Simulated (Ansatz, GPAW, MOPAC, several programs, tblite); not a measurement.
# ZrTeSe (a single layer) from cheap methods to r2SCAN

Aim: run ZrTeSe as a single layer in vacuum through methods of unlike cost and see what each gets, and at what price.

Program: MOPAC, tblite, GPAW, Ansatz (versions at each run). Level of theory: no spin polarisation, static lattice; gaps from single points on the cell relaxed beforehand with r²SCAN. These are calculated values, not measurements.

### 1 The structure to begin with

Symmetry: P3m1, No. 156, trigonal system. The conventional cell has a = 3.922 Å, b = 3.922 Å, c = 31.086 Å, α = 90.00°, β = 90.00°, γ = 120.00°. Around Zr (site symmetry 3m) lie 3 Se at 2.69 Å and 3 Te at 2.92 Å. Se (site symmetry 3m) has 3 Zr at 2.69 Å as nearest neighbours. Te (site symmetry 3m) has 3 Zr at 2.92 Å as nearest neighbours.

Structure file:

```xyz
3
Lattice="3.9220 0.0000 0.0000 -1.9610 3.3966 0.0000 0.0000 0.0000 31.0863" Properties=species:S:1:pos:R:3 pbc="T T T"
Zr    0.0000    0.0000    9.1323
Se    0.0000    2.2644   10.5839
Te    1.9610    1.1322    7.2839
```

The cell holds a single layer (1T monolayer (Janus)) with vacuum along c; the form is built, and need not be the compound's stable one.

**Question.** The methods are PM6, PM7, GFN1-xTB (tblite), GFN2-xTB (tblite), PBE/single-zeta, coarse PBE, PBE, r2SCAN. What gap does r2SCAN give on this cell, and which other methods (full PBE left aside) come nearest to r2SCAN and farthest in gap?

```
                                      quantity                                         value
                                        r2SCAN                                   gap 0.21 eV
gap: nearest and farthest of the other methods  GFN1-xTB (tblite) (-0.05 eV), PM7 (+4.52 eV)
```

In words: Among the 5 methods compared for the gap (full PBE left aside), GFN1-xTB (tblite) is nearest to r2SCAN and PM7 farthest. A minimal basis or a coarse cutoff and mesh shifts results by its own error, so closeness to r2SCAN can be chance. Cluster runs see only the k-points that fold onto the zone centre, so their gaps can miss the band edges. PM6 ended in an unphysical state and is left out of the comparison. Overlaps count as a gap of zero in the misses; they are PBE -0.02 eV. CPU times run from 1.1 s (GFN1-xTB (tblite)) to 67 s (r2SCAN). coarse PBE, PBE disagree with r2SCAN even on whether there is a gap. r2SCAN is a yardstick, not the truth: it usually gives gaps below the measured ones. Spin-orbit coupling is left out throughout, and with elements this heavy it can close so small a gap.
